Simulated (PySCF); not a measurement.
# Cl4Ti: the cost of one run

Computed with PySCF 2.14.0. Level: levels as typed in each script, gas phase, geometry from GFN2-xTB.

## Step 1: The starting structure

SMILES `Cl[Ti](Cl)(Cl)Cl`, 5 atoms, charge 0, spin multiplicity 1.

Bond lengths: Cl1–Ti2 2.111 Å, Ti2–Cl3 2.111 Å, Ti2–Cl4 2.111 Å, Ti2–Cl5 2.111 Å. Angles: Cl1–Ti2–Cl3 109.5°, Cl1–Ti2–Cl4 109.5°, Cl1–Ti2–Cl5 109.5°, Cl3–Ti2–Cl4 109.5°, Cl3–Ti2–Cl5 109.5°, Cl4–Ti2–Cl5 109.5°.

Coordinates:

```xyz
5

Cl    1.4557    0.9233    1.2188
Ti    0.0000    0.0000    0.0000
Cl   -1.4557   -0.9233    1.2188
Cl   -0.9233    1.4556   -1.2188
Cl    0.9233   -1.4556   -1.2188
```

## Step 2: Removing and adding an electron (B3LYP/def2-svp)

Input file input.py:

```python
import numpy as np
from pyscf import gto, scf, dft
from pyscf.scf import atom_ks, atom_hf
from scipy.linalg import block_diag

def solve(mol, dm0=None, hcore=None):
    mf = (dft.UKS if mol.spin else dft.RKS)(mol, xc='b3lyp')
    mf.grids.level = 3
    mf = mf.density_fit(auxbasis='def2-universal-jkfit')
    mf.conv_tol, mf.max_cycle = 1e-8, 80
    if hcore is not None:
        mf.get_hcore = lambda *args: hcore
    mf.kernel(dm0)
    if not mf.converged:
        mf = mf.newton().run(mf.mo_coeff, mf.mo_occ, max_cycle=30)
    assert mf.converged, 'SCF not converged'
    return mf

mol = gto.M(atom='''
Cl     1.45568     0.92329     1.21882
Ti     0.00002     0.00001     0.00004
Cl    -1.45568    -0.92329     1.21883
Cl    -0.92334     1.45560    -1.21885
Cl     0.92333    -1.45561    -1.21885
''', basis='def2-svp', charge=0, spin=0, verbose=4)
mf = solve(mol)
out = dict(e0=mf.e_tot, dm0=mf.make_rdm1(), c=mf.mo_coeff, occ=mf.mo_occ, eps=mf.mo_energy)
for name, dq, spin in [('cation', 1, 1), ('anion', -1, 1)]:
    ion = mol.copy().set(charge=mol.charge + dq, spin=spin).build()
    mi = solve(ion)
    if spin and dq > 0 and mol.nao < 130:
        c, _, stable, _ = mi.stability(return_status=True)
        if not stable:
            mi = solve(ion, mi.make_rdm1(c, mi.mo_occ))
    print(name, 'vertical energy change / eV', (mi.e_tot - mf.e_tot) * 27.211386)
    out.update({'e_' + name: mi.e_tot, 'dm_' + name: mi.make_rdm1(), 's2_' + name: mi.spin_square()[0], 'eps_' + name: mi.mo_energy, 'occ_' + name: mi.mo_occ})
# spherically averaged free atoms, for the promolecule
atm = atom_ks.get_atm_nrks(mol, xc='b3lyp')
pro = block_diag(*[(atm[a[0]][2] * atm[a[0]][3]) @ atm[a[0]][2].T for a in mol._atom])
np.savez('result.npz', pro=pro, **out)
```

Started as:

```console
$ OMP_NUM_THREADS=1 python input.py
```

Q: Estimate wall time and peak memory on 1 thread of AMD EPYC 9R45 (Zen 5), shared host.

About 82 s, with a peak of 0.59 GiB.
